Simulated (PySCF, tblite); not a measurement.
# C₆H₈F radical: geometry, infrared bands and EPR parameters

Aim: predict the infrared bands and EPR parameters of C₆H₈F radical (`[CH2]C1=C(CF)CC1`).

Programs: tblite 0.8.0 and PySCF 2.14.0, with density-fitted response routines of our own. Each step states its level of theory. These are calculated values for one molecule in the gas phase, unless marked as measured. Atoms count from 0, in the outputs and in this text.

## (1) Starting geometry

15 atoms, charge 0, multiplicity 2; geometry from: force field or distance geometry start.

Bonds of the start (Å): C0–C1 1.52, C1–C2 1.37, C2–C3 1.55, C3–F4 1.37, C2–C5 1.51, C5–C6 1.53, C6–C1 1.51, C0–H7 1.08, C0–H8 1.08, C3–H9 1.09, C3–H10 1.09, C5–H11 1.10, C5–H12 1.11, C6–H13 1.10, C6–H14 1.10.

## (2) Relaxing the molecule with GFN2-xTB

What the job is given:

```
{"job": {"kind": "relax", "xc": "GFN2-xTB", "basis": "xTB"}, "charge": 0, "multiplicity": 2}
C     -1.127200     0.828400    -1.741900
C     -0.634800     0.035500    -0.539900
C      0.477200     0.117400     0.248300
C      1.704200     1.060400     0.267300
F      2.534500     0.695100     1.299900
C      0.054000    -1.053800     1.110600
C     -1.193100    -1.148700     0.220900
H     -2.069000     0.564200    -2.202400
H     -0.554900     1.658700    -2.127900
H      1.398500     2.090200     0.439500
H      2.263400     0.979400    -0.661100
H      0.709300    -1.934400     1.074600
H     -0.153400    -0.822700     2.174500
H     -1.272100    -2.089300    -0.340400
H     -2.141100    -0.972400     0.756000
```

Started as:

```console
$ OMP_NUM_THREADS=1 python probes_run.py task.json out
```

The driver reads the jobs from task.json and runs them one after another.

Standard output:

```text
step      E/eV     max force
  0    -586.08087    4.569
  1    -586.46511    1.098
  2    -586.53495    0.925
  3    -586.59185    0.384
  4    -586.60744    0.329
  5    -586.62281    0.329
  6    -586.63309    0.230
  7    -586.64155    0.203
  8    -586.64487    0.136
  9    -586.64596    0.059
 10    -586.64626    0.036
 11    -586.64642    0.029
 12    -586.64654    0.028
 13    -586.64664    0.022
 14    -586.64671    0.026
 15    -586.64677    0.021
 16    -586.64681    0.016
 17    -586.64685    0.014
 18    -586.64688    0.017
 19    -586.64693    0.018
 20    -586.64701    0.026
 21    -586.64712    0.031
 22    -586.64721    0.022
 23    -586.64726    0.016
 24    -586.64729    0.010
 25    -586.64730    0.012
 26    -586.64732    0.011
 27    -586.64733    0.007
```

Run time: 0.09 s. Hardware: 1 thread of Intel Xeon 6975P-C, shared host.

The steps of the relaxation:

| step | energy from step 0 (eV) | largest force (eV/Å) |
| --- | --- | --- |
| 0 | 0.0000 | 4.5692 |
| 1 | -0.3842 | 1.0977 |
| 2 | -0.4541 | 0.9250 |
| 3 | -0.5110 | 0.3835 |
| 4 | -0.5266 | 0.3288 |
| 5 | -0.5419 | 0.3291 |
| 6 | -0.5522 | 0.2296 |
| 7 | -0.5607 | 0.2030 |
| 8 | -0.5640 | 0.1361 |
| 9 | -0.5651 | 0.0593 |
| 10 | -0.5654 | 0.0361 |
| 11 | -0.5656 | 0.0292 |
| 12 | -0.5657 | 0.0285 |
| 13 | -0.5658 | 0.0222 |
| 14 | -0.5658 | 0.0260 |
| 15 | -0.5659 | 0.0211 |
| 16 | -0.5659 | 0.0161 |
| 17 | -0.5660 | 0.0144 |
| 18 | -0.5660 | 0.0165 |
| 19 | -0.5661 | 0.0184 |
| 20 | -0.5661 | 0.0265 |
| 21 | -0.5662 | 0.0307 |
| 22 | -0.5663 | 0.0220 |
| 23 | -0.5664 | 0.0155 |
| 24 | -0.5664 | 0.0100 |
| 25 | -0.5664 | 0.0122 |
| 26 | -0.5665 | 0.0107 |
| 27 | -0.5665 | 0.0072 |

Distances of close pairs at the start and the end, largest changes first:

| bond | before (Å) | after (Å) | change (Å) |
| --- | --- | --- | --- |
| C0–C1 | 1.522 | 1.356 | -0.166 |
| C2–C3 | 1.548 | 1.479 | -0.069 |
| C1–C2 | 1.365 | 1.397 | +0.032 |
| C2–C5 | 1.515 | 1.495 | -0.020 |
| C5–H12 | 1.108 | 1.091 | -0.017 |
| C6–H14 | 1.103 | 1.088 | -0.015 |
| C3–H10 | 1.087 | 1.101 | +0.014 |
| C3–H9 | 1.088 | 1.101 | +0.013 |

The next job starts from the end point, and lists it.

## (3) Infrared spectrum with GFN2-xTB

What the job is given:

```
{"job": {"kind": "ir", "xc": "GFN2-xTB", "basis": "xTB"}, "charge": 0, "multiplicity": 2}
C     -1.111000     0.759398    -1.651852
C     -0.649287     0.066760    -0.582056
C      0.480473     0.139450     0.236999
C      1.667341     1.020196     0.280673
F      2.512984     0.668346     1.304959
C      0.062490    -1.018981     1.084516
C     -1.195821    -1.117205     0.190125
H     -2.041222     0.497339    -2.122045
H     -0.562356     1.588875    -2.061424
H      1.388294     2.071626     0.448759
H      2.254017     0.959627    -0.648746
H      0.729465    -1.881993     1.048765
H     -0.127037    -0.780107     2.132337
H     -1.276235    -2.036473    -0.386212
H     -2.136518    -0.928869     0.703291
```

Standard output:

```text
mode    cm-1     km/mol
  1     -28.8     10.00
  2     142.9      1.37
  3     150.2      4.04
  4     220.5      6.26
  5     283.4      2.06
  6     437.1      0.04
  7     487.8      2.29
  8     556.5      0.48
  9     648.6      2.43
 10     758.4     12.91
 11     779.9     20.19
 12     819.5      3.74
 13     902.1      0.25
 14     919.3      0.27
 15     992.3      0.10
 16    1006.9     19.76
 17    1036.3     68.21
 18    1041.0      0.35
 19    1100.3      2.97
 20    1129.0      0.15
 21    1174.2      4.80
 22    1204.3      5.13
 23    1207.1      1.74
 24    1259.1     13.01
 25    1303.4     18.18
 26    1369.9      1.13
 27    1415.2      3.87
 28    1438.3      5.30
 29    1441.6      0.38
 30    1465.3      2.32
 31    1570.7      7.41
 32    2848.9     22.00
 33    2877.8     21.53
 34    2947.7     15.36
 35    2975.9     34.66
 36    3006.9     39.40
 37    3016.0     38.63
 38    3113.4     15.70
 39    3148.2     29.78
```

Wall time 0.27 s (1 thread of Intel Xeon 6975P-C, shared host).

Which atoms move in the most intense modes:

| cm⁻¹ | km/mol | atoms |
| --- | --- | --- |
| 780 | 20.2 | H11 18 %, H12 18 %, H13 15 %, H14 15 % |
| 1036 | 68.2 | C3 36 %, F4 26 %, C6 13 % |
| 2849 | 22.0 | H10 46 %, H9 45 % |
| 2878 | 21.5 | H9 48 %, H10 48 % |
| 2976 | 34.7 | H12 48 %, H11 48 % |
| 3007 | 39.4 | H14 45 %, H13 44 % |
| 3016 | 38.6 | H13 48 %, H14 47 % |
| 3148 | 29.8 | H7 61 %, H8 29 % |

## (4) EPR parameters: B3LYP/pcH-1

Same as in step 3 but for these lines:

```diff
@@ -1,2 +1,2 @@
-{"job": {"kind": "ir", "xc": "GFN2-xTB", "basis": "xTB"}, "charge": 0, "multiplicity": 2}
+{"job": {"kind": "epr", "basis": "pcH-1"}, "charge": 0, "multiplicity": 2}
 C     -1.111000     0.759398    -1.651852
```

With the program's defaults for keys left out, this is: UKS B3LYP, pcH-1 on C F H, non-relativistic, mean-field spin-orbit, GIAO.

Standard output:

```text
UKS, coarse grid
  cycle   1  E = -333.15224937  |g| = 4.15e-01
  cycle   2  E = -333.09916454  |g| = 5.89e-01
  cycle   3  E = -333.22143085  |g| = 6.94e-02
  cycle   4  E = -333.22310361  |g| = 4.08e-02
  cycle   5  E = -333.22395325  |g| = 1.37e-02
  cycle   6  E = -333.22406376  |g| = 6.05e-03
  cycle   7  E = -333.22409809  |g| = 1.73e-03
  cycle   8  E = -333.22410297  |g| = 7.51e-04
UKS, final grid
  cycle   1  E = -333.22405602  |g| = 8.45e-04
  cycle   2  E = -333.22405582  |g| = 1.08e-03
  cycle   3  E = -333.22405636  |g| = 1.72e-04
  cycle   4  E = -333.22405638  |g| = 4.16e-05
  cycle   5  E = -333.22405638  |g| = 2.69e-05
E = -333.22405638 Eh   <S^2> = 0.7745 (exact 0.7500)
g shifts (ppm)      1          2          3
  rmc          -136       -136       -136
  gc             -1         30         25
  oz_so         -43        511        724
  total        -181        405        613
hyperfine (MHz)  atom isotope    a_iso     a_fc   dipolar eigenvalues
    0   13C      47.87      47.87    -46.50    -45.01     91.51
    1   13C     -47.33     -47.33    -27.11      9.24     17.87
    2   13C      64.64      64.64    -54.61    -52.40    107.01
    3   13C     -24.33     -24.33     -1.09     -0.38      1.47
    4   19F      -4.29      -4.29     -4.99     -2.84      7.83
    5   13C     -24.81     -24.81     -1.94      0.69      1.25
    6   13C       7.05       7.05     -1.24     -0.27      1.52
    7    1H     -38.21     -38.21    -22.60     -0.15     22.75
    8    1H     -36.54     -36.54    -19.99     -0.96     20.95
    9    1H      70.31      70.31     -3.35     -2.34      5.69
   10    1H      70.14      70.14     -3.35     -2.34      5.69
   11    1H      80.71      80.71     -3.09     -2.53      5.61
   12    1H      80.73      80.73     -3.09     -2.52      5.61
   13    1H     -14.97     -14.97     -2.19     -0.57      2.76
   14    1H     -14.99     -14.99     -2.19     -0.57      2.76
```

Run time: 38 s. Hardware: 1 thread of Intel Xeon 6975P-C, shared host; peak memory 0.96 GiB.

Principal g values 2.00214, 2.00272, 2.00293; g(iso) = 2.00260, against 2.00232 for a free electron.

Hyperfine couplings; where a row names several nuclei, a(iso) is their mean (it holds for fast rotation or exchange) and the dipolar term the largest among them:

| nuclei | isotope | a(iso) (MHz) | a(iso) (G, at g = 2.0023) | largest dipolar term (MHz) |
| --- | --- | --- | --- | --- |
| H11, H12 | 1H | 80.7 | 28.8 | 5.6 |
| H9, H10 | 1H | 70.2 | 25.1 | 5.7 |
| C2 | 13C | 64.6 | 23.1 | 107.0 |
| C0 | 13C | 47.9 | 17.1 | 91.5 |
| C1 | 13C | -47.3 | -16.9 | -27.1 |
| H7, H8 | 1H | -37.4 | -13.3 | 22.8 |
| C5 | 13C | -24.8 | -8.9 | -1.9 |
| C3 | 13C | -24.3 | -8.7 | 1.5 |
| H13, H14 | 1H | -15.0 | -5.3 | 2.8 |
| C6 | 13C | 7.0 | 2.5 | 1.5 |
| F4 | 19F | -4.3 | -1.5 | 7.8 |

Mulliken spin populations:

C0 0.63; C1 -0.25; C2 0.65; C3 -0.05; F4 0.00; C5 -0.06; C6 0.02; H7 -0.03; H8 -0.03; H9 0.03; H10 0.03; H11 0.03; H12 0.03; H13 0.00; H14 0.00

In first order the couplings over 0.8 MHz of 1H, 19F give 162 distinct lines over 146.6 G, if the averaged nuclei exchange fast; the same motion can average rows kept apart here too.

Orbitals, density, ELF and potential are computed afterwards from the orbital file.

ELF in a plane through or near 9 of the atoms.

Values, 10 rows by 14 columns:
```
0.00 0.00 0.00 0.00 0.00 0.00 0.00 0.00 0.00 0.00 0.00 0.00 0.00 0.00
0.00 0.00 0.00 0.00 0.00 0.00 0.00 0.00 0.00 0.00 0.00 0.00 0.00 0.00
0.00 0.00 0.00 0.00 0.01 0.01 0.05 0.14 0.07 0.01 0.00 0.00 0.00 0.00
0.00 0.00 0.00 0.05 0.20 0.33 0.58 0.53 0.42 0.01 0.09 0.04 0.00 0.00
0.00 0.00 0.00 0.10 0.55 0.86 0.61 0.89 0.75 0.11 0.81 0.77 0.10 0.00
0.00 0.00 0.00 0.01 0.06 0.74 0.31 0.57 0.71 0.16 0.64 0.67 0.12 0.00
0.00 0.00 0.07 0.96 0.96 0.29 0.71 0.06 0.06 0.56 0.35 0.02 0.00 0.00
0.00 0.00 0.06 0.98 0.96 0.71 1.00 0.80 0.00 0.03 0.03 0.00 0.00 0.00
0.00 0.00 0.00 0.01 0.01 0.26 0.92 0.59 0.00 0.00 0.00 0.00 0.00 0.00
0.00 0.00 0.00 0.00 0.00 0.00 0.00 0.00 0.00 0.00 0.00 0.00 0.00 0.00
```
The map spans 10.9 Å across and 10.4 Å up, centred on the molecule. Atoms in the plane (x, y in Å): C0 (-1.3, -1.7), C1 (-0.7, -0.5), C2 (0.5, 0.1), C3 (1.9, -0.5), F4 (2.9, 0.5), C5 (0.1, 1.5), C6 (-1.4, 0.9), H7 (-2.3, -1.9), H8 (-0.6, -2.6).

log10 of the density (e/Å³) in the same plane.

Values, 10 rows by 14 columns:
```
-4.0 -4.0 -4.0 -4.0 -4.0 -4.0 -4.0 -4.0 -4.0 -4.0 -4.0 -4.0 -4.0 -4.0
-4.0 -4.0 -4.0 -4.0 -4.0 -4.0 -3.5 -3.2 -3.4 -4.0 -4.0 -4.0 -4.0 -4.0
-4.0 -4.0 -4.0 -3.2 -2.7 -2.3 -1.8 -1.3 -1.7 -2.6 -3.9 -4.0 -4.0 -4.0
-4.0 -4.0 -3.2 -2.0 -1.2 -0.7 -0.3  0.2 -0.6 -1.9 -1.8 -2.1 -3.6 -4.0
-4.0 -4.0 -2.9 -1.5 -0.4  1.4  0.0  0.2 -0.2 -0.7  0.9  0.2 -1.7 -3.9
-4.0 -4.0 -3.3 -2.1 -1.3  0.0  0.9  0.4  0.3  0.8  0.2 -0.4 -1.9 -4.0
-4.0 -4.0 -2.7 -1.1 -0.2  0.5  0.1 -1.1 -1.2 -0.3 -0.8 -1.9 -3.3 -4.0
-4.0 -4.0 -2.7 -1.2 -0.4 -0.1  0.3 -1.1 -2.2 -2.0 -2.2 -2.9 -4.0 -4.0
-4.0 -4.0 -3.9 -2.9 -2.4 -1.7 -1.4 -2.1 -3.1 -3.9 -4.0 -4.0 -4.0 -4.0
-4.0 -4.0 -4.0 -4.0 -4.0 -3.5 -3.4 -3.7 -4.0 -4.0 -4.0 -4.0 -4.0 -4.0
```
The map spans 10.9 Å across and 10.4 Å up, centred on the molecule. Atoms in the plane (x, y in Å): C0 (-1.3, -1.7), C1 (-0.7, -0.5), C2 (0.5, 0.1), C3 (1.9, -0.5), F4 (2.9, 0.5), C5 (0.1, 1.5), C6 (-1.4, 0.9), H7 (-2.3, -1.9), H8 (-0.6, -2.6).

On the surface of density 0.002 e/bohr³ the electrostatic potential runs, from the 1st to the 99th percentile, from -1.03 V near F4 to 0.92 V near H9.

The spin density lies nearest to C0, C2 about 33 % each; C1 9 % (beta excess).

## (5) Summary of results

| quantity | value |
| --- | --- |
| strongest single infrared mode (GFN2-xTB) | 1036 cm⁻¹, 68 km/mol |
| zero-point energy (GFN2-xTB) | 74.6 kcal/mol |
| g(iso) (B3LYP) | 2.00260 |
| ⟨S²⟩ | 0.775 (exact 0.75) |
| largest a(iso) (averaged by class) | 1H on H11, H12, 80.7 MHz |
| potential on the surface of density 0.002 e/bohr³, 1st and 99th percentile | -1.03 V and 0.92 V |

**Reading.** Relaxing lowered the energy by 0.566 eV in 27 steps; the close pair that moved most is C0–C1, from 1.522 to 1.356 Å. The lowest mode is imaginary (29i cm⁻¹), so the xTB geometry is not a minimum: the zero-point energy counts the real modes alone, and all values at this geometry belong to a saddle point. The strongest single mode, at 1036 cm⁻¹, is carried by C3, F4, C6. GFN2-xTB is a fitted tight-binding method: band positions and strengths are rough. Its intensities can rank the bands wrongly. The largest spin populations lie on C2 (0.65 e), C0 (0.63 e). The isotropic g lies 0.3 ppt above the free-electron value. These values are for one conformer; the search (at its own cheap level) found 1 more, at 0.10 kcal/mol, and measured spectra average over such forms.
